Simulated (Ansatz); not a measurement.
# GeCl3: the cost of one run

Method: DFT PBE, scalar-relativistic, plane waves, PAW, in Ansatz 0.2.0.

1 further run of the same task is left out (it didn't finish).

## (1) The system as given

It takes space group P4/mmm (No. 123, tetragonal). The conventional cell has a = 5.040 Å, b = 5.040 Å, c = 4.829 Å, α = 90.00°, β = 90.00°, γ = 90.00°. Around Ge (site symmetry 4/mmm) lie 4 Cl at 2.52 Å. Around Cl (site symmetry mmm) lie 2 Ge at 2.52 Å and 2 Cl at 2.52 Å. Cl (site symmetry 4/mmm) has 4 Cl at 2.52 Å as nearest neighbours.

As a file:

```
Ge Cl
1.0
     5.04015    0.00000    0.00000
     0.00000    5.04015    0.00000
     0.00000    0.00000    4.82900
Ge Cl
1 3
Direct
  0.50000 0.50000 0.00000
  0.00000 0.50000 0.00000
  0.50000 0.00000 0.00000
  0.00000 0.00000 0.00000
```

The cell is invented: random cell by space group and Wyckoff sites (P4/mmm, No. 123). Its size is a rough estimate.

## (2) A first look at the guess

Contents of input.yaml:

```yaml
crystal:
  lattice:
    - [5.04014739, 0.0, 0.0]
    - [0.0, 5.04014739, 0.0]
    - [0.0, 0.0, 4.82899669]
  atoms:
    - { symbol: Ge, position: [0.5, 0.5, 0.0] }
    - { symbol: Cl, position: [0.0, 0.5, 0.0] }
    - { symbol: Cl, position: [0.5, 0.0, 0.0] }
    - { symbol: Cl, position: [0.0, 0.0, 0.0] }
basis:
  ecutwfc: 420
kpoints:
  mp_grid: { grid: [4, 4, 4] }
hamiltonian:
  xc: pbe
scf:
  occupations: { method: gaussian, width: 0.1 }
  lower_state_search: "off"
output:
  forces: true
  stress: true
  eigenvalues: true
```

Launch:

```
$ ansatz run input.yaml --threads 1 --pin off --max-ram 2560MiB --backend cpu --events-out ev --progress --plain --runs-dir out
```

**Question.** How long does this run take on 1 thread of Arm Neoverse V2, shared host, and how much memory does it need?

About 3.1 s, with a peak of 0.35 GiB.
